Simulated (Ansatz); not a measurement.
# C3H5F2Ga: how energies converge with the basis set

Aim: see how fast density functionals converge with the basis set for C3H5F2Ga.

Computed with Ansatz 0.2.0, Gaussian basis. Level: one geometry, several basis sets.

The runs, in order: PBE0-D4/def2-SVP; ωB97M-V/def2-SVP; PBE0-D4/def2-QZVPP; ωB97M-V/def2-QZVPP; the functionals' def2-TZVPP values are taken from earlier runs.

## (1) The relaxed structure

The geometry comes from an earlier relaxation with PBE0-D4 in a triple-zeta def2 set; it is a stationary point, not always the lowest conformer.

SMILES `C=C[CH2][Ga]([F])[F]`, 11 atoms, charge 0, spin multiplicity 1.

Atoms are counted from 1 here; the program's logs count them from 0.

Bond lengths: C1–C2 1.325 Å, C1–H7 1.084 Å, C1–H8 1.087 Å, C2–C3 1.494 Å, C2–H9 1.089 Å, C3–Ga4 1.949 Å, C3–H10 1.097 Å, C3–H11 1.097 Å, Ga4–F5 1.749 Å, Ga4–F6 1.748 Å. Angles: C2–C1–H7 120.7°, C2–C1–H8 122.4°, H7–C1–H8 116.8°, C1–C2–C3 126.9°, C1–C2–H9 118.4°, C3–C2–H9 114.6°, C2–C3–Ga4 117.0°, C2–C3–H10 111.0°, C2–C3–H11 111.0°, Ga4–C3–H10 106.2°, Ga4–C3–H11 106.2°, H10–C3–H11 104.6°, C3–Ga4–F5 128.2°, C3–Ga4–F6 121.7°, F5–Ga4–F6 110.1°.

## (2) PBE0-D4 in def2-SVP

Contents of in.yaml:

```yaml
crystal:
  periodic: [false, false, false]
  atoms:
    - {symbol: C, position_ang: [-0.336877, -0.478981, -1.607223]}
    - {symbol: C, position_ang: [-0.277764, -1.097751, -0.436718]}
    - {symbol: C, position_ang: [0.049353, -0.486032, 0.886435]}
    - {symbol: Ga, position_ang: [0.428539, 1.425209, 0.908702]}
    - {symbol: F, position_ang: [0.440459, 2.541402, -0.437218]}
    - {symbol: F, position_ang: [0.820189, 2.266818, 2.390300]}
    - {symbol: H, position_ang: [-0.585242, -1.024336, -2.510068]}
    - {symbol: H, position_ang: [-0.142525, 0.584625, -1.714316]}
    - {symbol: H, position_ang: [-0.485001, -2.166814, -0.404166]}
    - {symbol: H, position_ang: [0.918722, -0.976049, 1.340852]}
    - {symbol: H, position_ang: [-0.764354, -0.645089, 1.604018]}
basis:
  gaussian: {orbitals: def2-SVP}
hamiltonian: {xc: pbe0, dispersion: d4}
output: {orbitals: {seedname: orbitals}}
```

On the command line:

```sh
$ ansatz run in.yaml --threads 4 --pin off --events-out ev --progress --plain --max-ram 11315MiB
```

Further steps of the session: ωB97M-V in def2-SVP; PBE0-D4 in def2-QZVPP; ωB97M-V in def2-QZVPP.

Before running them: what should the planned runs give, taken together? Wanted: PBE0-D4: double and triple zeta above quadruple; ωB97M-V: double and triple zeta above quadruple.

**Answer**, as computed:

| quantity | value |
| --- | --- |
| PBE0-D4: double and triple zeta above quadruple | 18.72, 1.69 eV |
| ωB97M-V: double and triple zeta above quadruple | 18.94, 1.62 eV |

In words: For PBE0-D4 the step from double to triple zeta gains 17.03 eV and the next only 1.69 eV. These are total energies; as a rule much of such shifts cancels in differences, which this series doesn't test.
